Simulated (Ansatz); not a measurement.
Runs of Ansatz 0.2.0 on CsSi2. The structure is hexagonal, space group P-6m2 (No. 187). Conventional cell: a = 6.372 Å, b = 6.372 Å, c = 4.479 Å, α = 90.00°, β = 90.00°, γ = 120.00°. Cs (site symmetry -6m2) has 6 Si at 3.85 Å as nearest neighbours. Si (site symmetry 3m) has 2 Si at 2.24 Å as nearest neighbours. The cell was built by a generator and needn't be a form met in nature.

```csv
level,gap on the mesh (eV),pressure (GPa),relaxed volume (Å³/atom)
RPBE,none,0.0,54.24
BLYP,none,0.0,58.17
PBEsol,none,0.0,(b)
LDA,none,0.0,46.67
revPBE,none,0.0,(a)
```

Alike in all rows: task relaxation of cell and atoms; potentials or basis Ansatz PAW; no spin polarisation; cell relaxed; k mesh 5 × 5 × 6; cutoff (eV) 420; smearing fermi-dirac 0.05 eV.

**Question.** Estimate the missing entries.

**Answer.** (a) 53.74; (b) 48.86.

Caveats: the plane-wave basis is chosen anew once the cell has moved, so the energies of steps on either side of that aren't comparable; the PAW data sets come from PBE, with cores solved anew for the run's functional, which leaves a small shift of forces and pressure.

A k mesh can miss the band edges, and the runs leave out spin-orbit coupling on Cs.

A gap of «none» marks a metal or a gap under the smearing width.

Runs at the PBE level aren't shown here.
